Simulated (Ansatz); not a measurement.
# BeSeO4: the cost of one run

Method: DFT PBE, scalar-relativistic, plane waves, PAW, in Ansatz 0.2.0.

## (1) The system as given

It takes space group F-43m (No. 216, cubic). Conventional cell: a = 6.521 Å, b = 6.521 Å, c = 6.521 Å, α = 90.00°, β = 90.00°, γ = 90.00°. Around Be (site symmetry -43m) lie 12 O at 2.70 Å and 4 Se at 2.82 Å. Se (site symmetry -43m) has 12 O at 2.70 Å and 4 Be at 2.82 Å as nearest neighbours. Around O (site symmetry 3m) lie 6 O at 2.29 to 2.32 Å and 3 Be at 2.70 Å.

Coordinates:

```cif
data_structure
_symmetry_space_group_name_H-M 'F-43m'
_symmetry_Int_Tables_number 216
_cell_length_a 6.5211
_cell_length_b 6.5211
_cell_length_c 6.5211
_cell_angle_alpha 90.000
_cell_angle_beta 90.000
_cell_angle_gamma 90.000
_cell_volume 277.30
loop_
_atom_site_label
_atom_site_type_symbol
_atom_site_symmetry_multiplicity
_atom_site_Wyckoff_symbol
_atom_site_fract_x
_atom_site_fract_y
_atom_site_fract_z
_atom_site_occupancy
Be1 Be 4 c 0.25000 0.25000 0.25000 1
Se1 Se 4 a 0.00000 0.00000 0.00000 1
O1 O 16 e 0.87558 0.37558 0.12442 1
```

Recipe of the guess: species swapped into a database cell of Be4SiNi (F-43m, No. 216), with O on the Be sites, Se on the Si sites and Be on the Ni sites. The dimensions are guesses.

## (2) The guess as it stands, on a coarse mesh

The input, input.yaml:

```yaml
crystal:
  lattice:
    - [0.0, 3.26052824, 3.26052824]
    - [3.26052824, 0.0, 3.26052824]
    - [3.26052824, 3.26052824, 0.0]
  atoms:
    - { symbol: Be, position: [0.75, 0.75, 0.75] }
    - { symbol: Se, position: [0.0, 0.0, 0.0] }
    - { symbol: O, position: [0.87324896, 0.37558368, 0.37558368] }
    - { symbol: O, position: [0.37558368, 0.37558368, 0.37558368] }
    - { symbol: O, position: [0.37558368, 0.87324896, 0.37558368] }
    - { symbol: O, position: [0.37558368, 0.37558368, 0.87324896] }
basis:
  ecutwfc: 420
kpoints:
  mp_grid: { grid: [4, 4, 4] }
hamiltonian:
  xc: pbe
scf:
  occupations: { method: gaussian, width: 0.1 }
  lower_state_search: "off"
output:
  forces: true
  stress: true
  eigenvalues: true
```

The run is started by

```
ansatz run input.yaml --threads 1 --pin off --max-ram 2560MiB --backend cpu --events-out ev --progress --plain --runs-dir out
```

What time and memory should one allow on 1 thread of AMD EPYC 7R43 (Zen 3), shared host?

About 2.9 s, with a peak of 0.37 GiB.
